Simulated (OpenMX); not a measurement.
Runs of OpenMX 3.8.5 on CuF. The structure is tetragonal, space group P4/mmm (No. 123). The conventional cell has a = 2.471 Å, b = 2.471 Å, c = 3.417 Å, α = 90.00°, β = 90.00°, γ = 90.00°. Cu (site symmetry 4/mmm) has 8 F at 2.44 Å and 4 Cu at 2.47 Å as nearest neighbours. F (site symmetry 4/mmm) is surrounded by 8 Cu at 2.44 Å and 4 F at 2.47 Å. The cell was built by a generator and needn't be a form met in nature.

```csv
level,gap on the mesh (eV),pressure (GPa),largest force (eV/Å)
PBE,none,6.4,0.06
PBE+D4,none,3.1,0.06
PBE+D3(BJ),none,(a),0.06
PBE+D3,none,3.2,0.06
```

Alike in all rows: task single point; potentials or basis OpenMX 2013 PBE set, Cu6.0H-s3p2d2, F6.0-s2p2d1, grid cutoff 500 Ry; no spin polarisation; cell as given; k mesh 9 × 9 × 7; smearing fermi-dirac 0.05 eV.

Q: Fill in the values left out.

A: (a) 2.5.

Caveats: the basis of atomic orbitals isn't converged, which shifts pressures, moduli and gaps; the run has no spin polarisation, though such a crystal can be magnetic; semilocal functionals often make such compounds metallic where correlation or magnetic order opens a gap, which also shifts bond lengths; pairwise dispersion overbinds metals, which lowers pressure and volume (some runs).

A k mesh can miss the band edges.

A gap of «none» marks a metal or a gap under the smearing width.

Not every run made on this cell is shown here.
